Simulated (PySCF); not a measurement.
# W(NH)2Me2: geometry, NMR shifts and electronic excitations

What NMR shifts and electronic excitations should W(NH)2Me2 (`[CH3][W]([CH3])(=[NH])=[NH]`) show?

The runs use PySCF 2.14.0, with density-fitted response routines of our own; the level of theory stands in each step. All values are computed, except where a source is named. Atoms count from 0, in the outputs and in this text.

### Step 1. The molecule as given

13 atoms, charge 0, multiplicity 1; geometry from: GFN2-xTB. The atoms were then displaced at random by about 0.03 Å, so the start is not that level's minimum.

Bonds of the start (Å): W0–N1 1.77, W0–N3 1.83, W0–C5 2.31, W0–C9 2.17, N1–H2 0.99, N3–H4 0.92, C5–H6 1.10, C5–H7 1.10, C5–H8 1.11, C9–H10 1.12, C9–H11 1.10, C9–H12 1.20.

### Step 2. Geometry optimisation at PBE0-D3(BJ)/def2-SVP

The job: settings as JSON, then the geometry in Å.

```
{"job": {"xc": "PBE0", "basis": "def2-SVP", "d3": "d3bj", "grid": 1, "maxiter": 40, "shake": 0.03, "kind": "geom"}, "charge": 0, "multiplicity": 1}
W      0.497640    -0.077380     0.321060
N      0.320980     0.024440     2.082520
H      0.553970     0.050960     3.048030
N      2.175250    -0.034180    -0.404550
H      3.087610    -0.078300    -0.502480
C     -0.627200     1.775750    -0.482630
H     -0.371940     1.933560    -1.544460
H     -0.445480     2.748170     0.009560
H     -1.704730     1.528820    -0.341640
C     -0.666360    -1.768450    -0.388710
H     -1.615910    -1.951860     0.175480
H     -0.127890    -2.728190    -0.460550
H     -1.045320    -1.475440    -1.489440
```

Launch:

```bash
> OMP_NUM_THREADS=1 python probes_run.py task.json out
```

The driver reads the jobs from task.json and runs them one after another.

Log:

```text
step   0  E = -257.25070244  max force = 0.178691
step   1  E = -257.28072523  max force = 0.059427
step   2  E = -257.28262099  max force = 0.042349
step   3  E = -257.28587132  max force = 0.005519
step   4  E = -257.28634351  max force = 0.007332
step   5  E = -257.28657343  max force = 0.002168
step   6  E = -257.28675609  max force = 0.002536
step   7  E = -257.28686300  max force = 0.002549
step   8  E = -257.28703704  max force = 0.002183
step   9  E = -257.28718761  max force = 0.001804
step  10  E = -257.28730966  max force = 0.001466
step  11  E = -257.28737145  max force = 0.001783
step  12  E = -257.28739745  max force = 0.000647
step  13  E = -257.28740725  max force = 0.000396
optimisation converged
```

It took 2.2 min on 1 thread of Arm Neoverse V1, shared host; peak memory 0.47 GiB.

The steps of the relaxation:

```tsv
step	energy from step 0 (eV)	largest force component (eV/Å)
0	0.0000	9.1887
1	-0.8170	3.0559
2	-0.8685	2.1777
3	-0.9570	0.2838
4	-0.9698	0.3770
5	-0.9761	0.1115
6	-0.9811	0.1304
7	-0.9840	0.1311
8	-0.9887	0.1123
9	-0.9928	0.0928
10	-0.9961	0.0754
11	-0.9978	0.0917
12	-0.9985	0.0333
13	-0.9988	0.0204
```

Close pairs (by a distance rule), those that changed most:

```tsv
bond	before (Å)	after (Å)	change (Å)
W0–C5	2.312	2.122	-0.190
N3–H4	0.919	1.015	+0.096
C9–H12	1.200	1.104	-0.096
W0–N3	1.828	1.750	-0.078
W0–C9	2.172	2.122	-0.051
W0–N1	1.773	1.751	-0.022
N1–H2	0.994	1.015	+0.022
C9–H10	1.120	1.104	-0.016
```

The next job starts from the end point, and lists it.

```tsv
at the end point	value
rotational constants (GHz, main isotopes)	3.398, 2.877, 2.783
dipole moment (D)	0.41
```

### Step 3. Shielding tensors: PBE0/def2-TZVP+pcSseg-1

The job: settings as JSON, then the geometry in Å.

```
{"job": {"kind": "nmr", "xc": "PBE0", "basis": {"default": "pcSseg-1", "W": "def2-TZVP"}}, "charge": 0, "multiplicity": 1}
W      0.299445    -0.002364     0.237516
N      0.167653    -0.018180     1.983812
H      0.540515    -0.009642     2.928051
N      1.950694     0.022731    -0.342122
H      2.959792     0.034960    -0.232382
C     -0.631584     1.775063    -0.452368
H     -0.596001     1.800599    -1.555926
H     -0.149672     2.691924    -0.078506
H     -1.685148     1.788655    -0.121574
C     -0.580774    -1.793942    -0.481340
H     -1.629856    -1.850478    -0.142290
H     -0.063314    -2.702214    -0.135384
H     -0.551130    -1.789211    -1.585300
```

With the program's defaults for keys left out, this is: GIAO PBE0/pcSseg-1 W:def2-TZVP NMR shielding, scalar relativity only through core potentials, gas phase.

Log:

```text
coarse grid: 49312 points
cycle   1  E = -257.1244465597  dE = -2.031e+01  |g| = 1.170e+00  |ddm| = 8.577e+00
cycle   2  E = -255.4311439952  dE =  1.693e+00  |g| = 3.052e+00  |ddm| = 2.437e+00
cycle   3  E = -257.3267193813  dE = -1.896e+00  |g| = 5.887e-01  |ddm| = 1.968e+00
cycle   4  E = -257.4155091108  dE = -8.879e-02  |g| = 9.889e-02  |ddm| = 5.930e-01
cycle   5  E = -257.4174223866  dE = -1.913e-03  |g| = 4.090e-02  |ddm| = 7.469e-02
cycle   6  E = -257.4178280280  dE = -4.056e-04  |g| = 7.091e-03  |ddm| = 3.829e-02
cycle   7  E = -257.4178403749  dE = -1.235e-05  |g| = 1.285e-03  |ddm| = 6.137e-03
cycle   8  E = -257.4178402902  dE =  8.477e-08  |g| = 1.444e-03  |ddm| = 1.608e-03
final grid: 102968 points
cycle   9  E = -257.4178135989  dE =  3.017e-06  |g| = 3.919e-03  |ddm| = 3.180e-03
cycle  10  E = -257.4177903546  dE =  2.324e-05  |g| = 1.083e-02  |ddm| = 8.426e-03
cycle  11  E = -257.4178170951  dE = -2.674e-05  |g| = 2.086e-04  |ddm| = 6.195e-03
cycle  12  E = -257.4178171044  dE = -9.310e-09  |g| = 2.909e-05  |ddm| = 1.400e-04
cycle  13  E = -257.4178171046  dE = -1.930e-10  |g| = 8.563e-06  |ddm| = 2.340e-05
converged SCF energy = -257.4178171046

GIAO shielding tensors (ppm)
atom      isotropic    diamagn.    paramagn.     s11        s22        s33       span
  0 W          nan         nan         nan        nan        nan        nan        nan
  1 N     -106.853     322.333    -429.186   -351.767    -86.222    117.431    469.198
  2 H       22.936      30.859      -7.922     15.375     23.917     29.516     14.141
  3 N     -106.512     322.357    -428.869   -350.546    -87.142    118.151    468.697
  4 H       23.003      30.882      -7.879     15.500     23.924     29.584     14.084
  5 C      163.526     252.921     -89.395    122.890    178.252    189.436     66.546
  6 H       30.321      30.293       0.028     27.916     29.390     33.657      5.741
  7 H       30.409      29.009       1.400     27.383     27.704     36.140      8.757
  8 H       30.299      30.265       0.034     27.895     29.363     33.639      5.744
  9 C      163.332     252.935     -89.604    122.525    178.030    189.440     66.915
 10 H       30.259      30.246       0.013     27.884     29.325     33.569      5.684
 11 H       30.391      28.984       1.407     27.364     27.696     36.112      8.748
 12 H       30.344      30.303       0.042     27.926     29.425     33.682      5.755
```

Run time: 23 s. Hardware: 1 thread of Arm Neoverse V1, shared host; peak memory 0.82 GiB.

The references, computed at this level on geometries of the same kind, shield at (ppm): 1H TMS 31.27, 13C TMS 184.4, 15N NH3 265.7. Their shielding less the atom's gives the shift. The references are single molecules in the gas phase, so shifts against H2O, NH3, PH3, H3PO4 or CFCl3 are not on the usual liquid scales and can be off by tens of ppm. Atoms listed in one row are averaged.

```tsv
atoms	environment	σ (ppm)	δ (ppm)
C5, C9	carbon bonded to W, 3 H	163.4	21.0
H2, H4	hydrogen on a nitrogen bonded to W	22.97	8.30
H6, H7, H8, H10, H11, H12	hydrogen on a carbon bonded to W	30.34	0.93
N1, N3	nitrogen bonded to W, H	-106.7	372.4
```

Atoms past Kr carry core potentials, so their printed shieldings have no meaning and are left out of the table.

Charges from the same density, by scheme (e):

```tsv
atoms	Mulliken	ESP fit
W0	0.86	1.24
N1, N3	-0.43	-0.85
C5, C9	-0.63	-0.58
```

Mayer bond orders: W0–N1 2.20, W0–N3 2.20, W0–C5 0.97, W0–C9 0.97.

With diffuse functions Mulliken charges and Mayer bond orders lose their meaning; the other schemes are steadier.

The fields below are evaluated on a grid from the run's orbitals.

Frontier orbitals at PBE0/def2-TZVP+pcSseg-1, with the share of their density that lies nearest to each atom:

```tsv
orbital	energy (eV)	lies on
HOMO	-7.33	N1, N3 about 26 % each; C5, C9 about 11 % each; W0 7 %
LUMO	-1.50	W0 54 %; N1, N3 about 8 % each
```

ELF in a plane through or near 5 of the atoms.

Ten even steps from '0' (0.00) to '9' (1.00):
```
0000000000000000000000000000
0000000000000000000000000000
0000000000000000000000000000
0000000000000000000000000000
0000000000000000000000000000
0000000000001111000000000000
0000000000011221100000000000
0000000000001221000000000000
0000389721127667211279830000
0000899976536226356799980000
0001999984864664784899991000
0000589818485115848189850000
0000012455543003455542100000
0000001355421001245531000000
0000000011100000001100000000
0000000000000000000000000000
0000000000000000000000000000
0000000000000000000000000000
0000000000000000000000000000
0000000000000000000000000000
```
The map spans 10.6 Å across and 9.7 Å up, centred on the molecule. Atoms in the plane (x, y in Å): W0 (0.0, 0.4), C5 (1.8, -0.8), H7 (2.7, -0.2), C9 (-1.8, -0.8), H11 (-2.7, -0.2).

log10 of the density (e/Å³) in the same plane.

Values, 10 rows by 14 columns:
```
-4.0 -4.0 -4.0 -4.0 -4.0 -4.0 -4.0 -4.0 -4.0 -4.0 -4.0 -4.0 -4.0 -4.0
-4.0 -4.0 -4.0 -4.0 -4.0 -4.0 -3.7 -3.6 -3.8 -4.0 -4.0 -4.0 -4.0 -4.0
-4.0 -4.0 -4.0 -4.0 -3.3 -2.6 -2.0 -1.9 -2.2 -3.0 -3.8 -4.0 -4.0 -4.0
-4.0 -4.0 -3.7 -3.1 -2.3 -1.5 -0.9 -0.7 -1.1 -2.0 -2.7 -3.3 -4.0 -4.0
-4.0 -3.6 -2.2 -1.3 -1.1 -0.9  0.4  0.7 -0.3 -1.1 -1.1 -1.6 -2.9 -4.0
-4.0 -3.1 -1.5 -0.1  0.2  0.1  0.0  0.4  0.0  0.2  0.3 -0.6 -2.3 -3.7
-4.0 -3.4 -2.0 -1.0  0.0 -0.1 -0.9 -1.3 -0.5  0.1 -0.5 -1.4 -2.7 -3.9
-4.0 -4.0 -2.8 -2.0 -1.4 -1.5 -2.0 -2.3 -1.8 -1.4 -1.7 -2.3 -3.5 -4.0
-4.0 -4.0 -4.0 -3.5 -3.0 -3.1 -3.5 -3.8 -3.3 -3.0 -3.2 -3.7 -4.0 -4.0
-4.0 -4.0 -4.0 -4.0 -4.0 -4.0 -4.0 -4.0 -4.0 -4.0 -4.0 -4.0 -4.0 -4.0
```
The map spans 10.6 Å across and 9.7 Å up, centred on the molecule. Atoms in the plane (x, y in Å): W0 (0.0, 0.4), C5 (1.8, -0.8), H7 (2.7, -0.2), C9 (-1.8, -0.8), H11 (-2.7, -0.2).

On the surface of density 0.002 e/bohr³ the electrostatic potential runs, from the 1st to the 99th percentile, from -1.02 V near N1 to 1.57 V near H2.

### Step 4. TDDFT and polarisability: B3LYP/def2-SVPD

Settings changed since step 3:

```diff
@@ -1,2 +1,2 @@
-{"job": {"kind": "nmr", "xc": "PBE0", "basis": {"default": "pcSseg-1", "W": "def2-TZVP"}}, "charge": 0, "multiplicity": 1}
+{"job": {"kind": "uv", "xc": "B3LYP", "basis": "def2-SVPD", "ip": true, "nstates": 10}, "charge": 0, "multiplicity": 1}
 W      0.299445    -0.002364     0.237516
```

With the program's defaults for keys left out, this is: TDDFT B3LYP/def2-SVPD, vertical, gas phase, core orbitals frozen in the response.

Log:

```text
coarse grid: 49312 points
cycle   1  E = -257.3194601360  dE = -1.243e+01  |g| = 9.891e-01  |ddm| = 8.444e+00
cycle   2  E = -256.7777824036  dE =  5.417e-01  |g| = 1.829e+00  |ddm| = 3.199e+00
cycle   3  E = -257.4361892045  dE = -6.584e-01  |g| = 6.956e-01  |ddm| = 2.220e+00
cycle   4  E = -257.5595089244  dE = -1.233e-01  |g| = 3.282e-02  |ddm| = 7.277e-01
cycle   5  E = -257.5597542538  dE = -2.453e-04  |g| = 1.867e-02  |ddm| = 8.472e-02
cycle   6  E = -257.5598443881  dE = -9.013e-05  |g| = 3.836e-03  |ddm| = 2.644e-02
cycle   7  E = -257.5598475987  dE = -3.211e-06  |g| = 1.476e-03  |ddm| = 5.052e-03
final grid: 102968 points
cycle   8  E = -257.5597970761  dE =  3.960e-06  |g| = 4.409e-03  |ddm| = 7.089e-03
cycle   9  E = -257.5597598320  dE =  3.724e-05  |g| = 1.338e-02  |ddm| = 1.561e-02
cycle  10  E = -257.5598015969  dE = -4.176e-05  |g| = 2.741e-04  |ddm| = 1.174e-02
cycle  11  E = -257.5598016157  dE = -1.886e-08  |g| = 4.173e-05  |ddm| = 3.695e-04
cycle  12  E = -257.5598016162  dE = -4.436e-10  |g| = 1.157e-05  |ddm| = 6.260e-05
converged SCF energy = -257.5598016162

Static polarisability (au): isotropic 85.618, principal 84.879 85.826 86.149

Singlet excitations
state   eV       nm        f      main configurations
  1   3.9895    310.8   0.00019   H->L 0.99
  2   4.5562    272.1   0.02148   H-1->L 0.90, H->L+1 0.08
  3   5.2724    235.2   0.00001   H-3->L 0.97
  4   5.3072    233.6   0.00002   H-2->L 0.91
  5   5.3394    232.2   0.00221   H-1->L+1 0.73, H-4->L 0.25
  6   5.5228    224.5   0.02456   H-4->L 0.72, H-1->L+1 0.24
  7   5.5535    223.3   0.02320   H->L+1 0.78
  8   6.0987    203.3   0.01623   H-5->L 0.92
  9   6.1488    201.6   0.00004   H-2->L+1 0.79, H-1->L+4 0.11
 10   6.1692    201.0   0.01790   H->L+3 0.56, H->L+2 0.40

Triplet excitations (Tamm-Dancoff, eV): 3.7572 3.9652 4.4804 4.5996
Vertical ionisation energy (delta-SCF) = 9.0457 eV
Vertical electron affinity (delta-SCF) = -0.0497 eV
```

It took 1.7 min on 1 thread of Arm Neoverse V1, shared host; peak memory 0.89 GiB.

Frontier orbitals and where they lie:

```tsv
orbital	eV	atoms
HOMO−3	-8.50	W0 29 %, N3 27 %, N1 26 %
HOMO−2	-8.31	W0 30 %, N3 22 %, N1 21 %
HOMO−1	-7.51	N1 36 %, N3 36 %, W0 15 %
HOMO	-7.11	N1 23 %, N3 23 %, W0 13 %
LUMO	-1.82	W0 58 %, C5 8 %, C9 8 %
LUMO+1	-0.61	W0 51 %, N3 17 %, N1 17 %
LUMO+2	0.11	W0 38 %, H4 8 %, C5 8 %
```

With each of the 10 states as a Gaussian band of 0.4 eV half-width at 1/e, the curve within the window shown has maxima at 272 nm (ε 880), 222 nm (ε 2,200) L/(mol cm). Beyond the last state computed it falls off for lack of states. The curve at chosen wavelengths:

```tsv
nm	ε (L/mol/cm)
192	701
199	1371
206	1714
213	1926
220	2161
227	2053
234	1519
241	935
248	624
255	614
262	752
269	865
276	856
282	753
289	573
296	388
303	239
310	137
317	74
324	39
331	20
338	11
345	6
352	3
359	2
366	1
```

Leading natural transition orbitals of singlet state 6: the hole lies on W0 29 %; C5, C9 about 15 % each; N1, N3 about 13 % each; the particle on W0 54 %; N1, N3 about 9 % each.

Leading natural transition orbitals of singlet state 1: the hole lies on N1, N3 about 26 % each; C5, C9 about 11 % each; the particle on W0 54 %; N1, N3 about 9 % each.

Ground-state properties from the same run:

```tsv
property	computed
dipole moment (D)	0.25
polarisability (Å³)	12.69
HOMO–LUMO gap (eV)	5.29
−ε(HOMO) (eV)	7.10
```

### Step 5. NMR shieldings: KT2/def2-TZVP+pcSseg-1

Settings changed since step 4:

```diff
@@ -1,2 +1,2 @@
-{"job": {"kind": "uv", "xc": "B3LYP", "basis": "def2-SVPD", "ip": true, "nstates": 10}, "charge": 0, "multiplicity": 1}
+{"job": {"kind": "nmr", "xc": "KT2", "basis": {"default": "pcSseg-1", "W": "def2-TZVP"}, "pop": false}, "charge": 0, "multiplicity": 1}
 W      0.299445    -0.002364     0.237516
```

Level: GIAO KT2/pcSseg-1 W:def2-TZVP NMR shielding, scalar relativity only through core potentials, gas phase.

Log:

```text
coarse grid: 49312 points
cycle   1  E = -260.7765711555  dE = -1.986e+01  |g| = 1.354e+00  |ddm| = 8.557e+00
cycle   2  E = -257.0768519177  dE =  3.700e+00  |g| = 4.082e+00  |ddm| = 3.355e+00
cycle   3  E = -260.8649696915  dE = -3.788e+00  |g| = 1.033e+00  |ddm| = 2.996e+00
cycle   4  E = -261.1467335727  dE = -2.818e-01  |g| = 2.750e-01  |ddm| = 1.173e+00
cycle   5  E = -261.1617464258  dE = -1.501e-02  |g| = 1.097e-01  |ddm| = 1.916e-01
cycle   6  E = -261.1643767056  dE = -2.630e-03  |g| = 4.473e-02  |ddm| = 1.081e-01
cycle   7  E = -261.1648255491  dE = -4.488e-04  |g| = 1.455e-02  |ddm| = 3.198e-02
cycle   8  E = -261.1648361050  dE = -1.056e-05  |g| = 1.235e-02  |ddm| = 1.343e-02
cycle   9  E = -261.1648723933  dE = -3.629e-05  |g| = 2.165e-03  |ddm| = 8.805e-03
cycle  10  E = -261.1648734878  dE = -1.094e-06  |g| = 4.303e-04  |ddm| = 1.984e-03
final grid: 102968 points
cycle  11  E = -261.1648085581  dE =  2.442e-08  |g| = 6.234e-04  |ddm| = 1.479e-03
cycle  12  E = -261.1648080607  dE =  4.975e-07  |g| = 1.534e-03  |ddm| = 1.772e-03
cycle  13  E = -261.1648086019  dE = -5.413e-07  |g| = 5.836e-04  |ddm| = 1.205e-03
cycle  14  E = -261.1648086738  dE = -7.188e-08  |g| = 1.530e-04  |ddm| = 4.562e-04
cycle  15  E = -261.1648086794  dE = -5.528e-09  |g| = 1.336e-05  |ddm| = 1.123e-04
cycle  16  E = -261.1648086794  dE = -2.348e-11  |g| = 9.422e-06  |ddm| = 1.553e-05
converged SCF energy = -261.1648086794

GIAO shielding tensors (ppm)
atom      isotropic    diamagn.    paramagn.     s11        s22        s33       span
  0 W          nan         nan         nan        nan        nan        nan        nan
  1 N      -84.104     322.328    -406.432   -282.334    -65.292     95.314    377.648
  2 H       22.650      30.970      -8.320     16.641     23.545     27.765     11.123
  3 N      -83.882     322.355    -406.237   -281.431    -66.108     95.892    377.322
  4 H       22.706      30.994      -8.288     16.740     23.553     27.823     11.083
  5 C      161.312     252.060     -90.747    120.440    175.576    187.921     67.482
  6 H       30.094      30.087       0.007     27.840     29.355     33.087      5.247
  7 H       30.099      28.786       1.313     27.292     27.446     35.561      8.269
  8 H       30.072      30.060       0.012     27.812     29.332     33.071      5.260
  9 C      161.123     252.075     -90.952    120.103    175.352    187.914     67.811
 10 H       30.034      30.042      -0.008     27.799     29.300     33.003      5.203
 11 H       30.081      28.761       1.321     27.263     27.449     35.532      8.270
 12 H       30.115      30.096       0.019     27.852     29.385     33.109      5.257
```

Wall time 25 s (1 thread of Arm Neoverse V1, shared host); peak memory 0.83 GiB.

In short: δ C5 22.0, N1 348.3, H2 8.50, H6 1.10 ppm (means over like atoms).

### Step 6. Side by side: NMR shifts

Shifts (ppm), means over like atoms, with basis size and wall time:

```tsv
run	C5	H2	H6	N1	functions	time
PBE0/def2-TZVP+pcSseg-1	21.0	8.30	0.93	372.4	148	23 s
KT2/def2-TZVP+pcSseg-1	22.0	8.50	1.10	348.3	148	25 s
```

### Step 7. What came out

| quantity | value |
| --- | --- |
| rotational constants (main isotopes) | 3.40, 2.88, 2.78 GHz |
| 13C shifts against TMS (PBE0/def2-TZVP+pcSseg-1, means over atoms taken as alike) | 21.0 ppm |
| 1H shifts against TMS (PBE0/def2-TZVP+pcSseg-1, means over atoms taken as alike) | 8.30, 0.93 ppm |
| 15N shifts against NH3 (PBE0/def2-TZVP+pcSseg-1, means over atoms taken as alike) | 372.4 ppm |
| surface potential, 1st and 99th percentile | -1.02 V and 1.57 V |
| lowest singlet (B3LYP/def2-SVPD) | 3.99 eV (311 nm), f = 0.000 |
| brightest single state of those computed | state 6, 5.52 eV, f = 0.025 |
| lowest triplet | 3.76 eV |
| vertical ionisation energy (ΔSCF) | 9.05 eV |
| vertical electron affinity (ΔSCF) | -0.05 eV (unbound: the value hangs on the basis) |
| range of the shift of N1 | 348.3 to 372.4 ppm |

What this shows: The start was shaken at random, so part of the energy gained undoes that. Over 13 steps the energy fell by 0.999 eV; of the close pairs, W0–C5 changed most, 2.312 to 2.122 Å. No frequency check was run at this level, so the end point may be a saddle. At PBE0/def2-TZVP+pcSseg-1: The largest span, 469 ppm, is at N1, N3, where the paramagnetic term is -429 ppm. By nearest atom (PBE0/def2-TZVP+pcSseg-1), the HOMO sits on N1, N3 about 26 % each; C5, C9 about 11 % each and the LUMO on W0 54 %; N1, N3 about 8 % each. The lowest singlet, at 3.99 eV, is HOMO→LUMO 0.99 and is dark; of the 10 states computed, the strongest absorption comes from state 6 at 5.52 eV. The lowest triplet lies 0.23 eV below the lowest singlet (triplets in Tamm-Dancoff, singlets in full TDDFT). Spin-orbit coupling, left out, mixes singlets and triplets in elements this heavy. ΔSCF puts the ionisation energy at 9.05 eV, 1.94 eV above −ε(HOMO). Across the 2 runs the shift of N1 (with its like atoms) moves most, between 348.3 (KT2/def2-TZVP+pcSseg-1) and 372.4 ppm (PBE0/def2-TZVP+pcSseg-1). Spin-orbit coupling is left out, which matters for shieldings and couplings at and beside the heavy atoms.
